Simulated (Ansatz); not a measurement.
Crystal: Li2MnN2.

```
CELL_PARAMETERS angstrom
3.02631 0.00000 0.00000
-1.51316 2.62086 0.00000
0.00000 0.00000 5.42322
ATOMIC_POSITIONS crystal
Mn 0.00000 0.00000 0.00000
N 0.33333 0.66667 0.19932
N 0.66667 0.33333 0.80068
Li 0.33333 0.66667 0.64626
Li 0.66667 0.33333 0.35374
```

The cell comes from a database or a generator and needn't be the stable form of this composition.

* Program: Ansatz 0.2.0
* Task: single point
* Functional: PBE
* Potentials or basis: Ansatz PAW
* Cutoff: 420 eV (not typed: the program's choice for these potentials)
* k mesh: 10 × 10 × 5
* Occupations: fermi-dirac, width 0.05 eV
* Spin: collinear spin, ferromagnetic start
* Starting moments: [4.0, 0.0, 0.0, 0.0, 0.0] μB

On this cell: pressure -1.8 GPa; largest force 0.047 eV/Å; net moment 3.00 μB per cell; site moments Mn +2.56; N +0.04; Li -0.00 μB; band gap on the k mesh 0.52 eV, indirect (least direct gap 0.81 eV).

The same run follows on a disturbed copy (atoms moved at random, drawn with an rms of 0.05 Å):

```
Mn N Li
1.0
     3.02631    0.00000    0.00000
    -1.51316    2.62086    0.00000
     0.00000    0.00000    5.42322
Mn N Li
1 2 2
Direct
  0.00422 0.99746 0.99442
  0.32021 0.65821 0.19565
  0.65632 0.30981 0.79856
  0.32256 0.66866 0.64288
  0.65455 0.32897 0.34381
```

Q: What changes?

A: The energy moves by +5.9 meV/atom; pressure -0.8 GPa; largest force 0.643 eV/Å; net moment 3.00 μB per cell; site moments Mn +2.52; N +0.04; Li -0.00 μB; band gap on the k mesh 0.48 eV, indirect (least direct gap 0.78 eV).

Forces in eV/Å, atoms in the order of the input:
```
Mn  -0.242 -0.233  0.183
N    0.195  0.008 -0.102
N   -0.174  0.613 -0.088
Li   0.173 -0.341 -0.083
Li   0.048 -0.048  0.090
```

Stress tensor (GPa, compression positive):
```
-1.82  0.42  0.51
 0.42 -0.75 -0.43
 0.51 -0.43  0.11
```

Caveats: odd divisions of the mesh miss points on the zone boundary, where band edges often lie, so the gap on the mesh can be too wide; a cell with one magnetic atom can't hold antiferromagnetic order, which such compounds often take.

A k mesh can miss the band edges.
